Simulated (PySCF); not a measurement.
# CH7NO2Si2: the cost of one run

Programs: PySCF 2.14.0, with density-fitted response routines of our own. Each step states its level of theory. These are calculated values for one molecule in the gas phase, unless marked as measured. Atoms count from 0, in the outputs and in this text.

## 1. Starting geometry

13 atoms, charge 0, multiplicity 1; geometry from: GFN2-xTB. The atoms were then displaced at random by about 0.01 Å, so the start is not that level's minimum.

Bonds of the start (Å): O0–C1 1.22, C1–O2 1.32, O2–Si3 1.63, Si3–N4 1.74, N4–Si5 1.73, C1–H6 1.12, Si3–H7 1.46, Si3–H8 1.46, N4–H9 1.02, Si5–H10 1.45, Si5–H11 1.47, Si5–H12 1.47.

## 2. Relaxing the molecule at PBE0-D3(BJ)/def2-SVP

Job settings and geometry (Å):

```
{"job": {"xc": "PBE0", "basis": "def2-SVP", "d3": "d3bj", "grid": 1, "shake": 0.01, "kind": "geom"}, "charge": 0, "multiplicity": 1}
O      3.382190    -0.690420    -0.219290
C      2.927860     0.245440     0.411920
O      1.654300     0.546800     0.559970
Si     0.504180    -0.368280    -0.150510
N     -0.914420     0.411990     0.476180
Si    -2.569530    -0.018140     0.210920
H      3.590090     0.960300     0.959690
H      0.619930    -0.238840    -1.599600
H      0.563030    -1.739410     0.344470
H     -0.746830     1.271350     1.000600
H     -2.889450     0.088010    -1.203230
H     -2.736230    -1.408220     0.648170
H     -3.379300     0.922550     1.007300
```

Started as:

```bash
> OMP_NUM_THREADS=1 python probes_run.py task.json out
```

One launch serves the whole session: the jobs run in the order shown.

**Question.** How long does this first job take on 1 thread of Arm Neoverse N1, shared host, and how much memory does it need?

About 4.4 min, with a peak of 0.53 GiB.
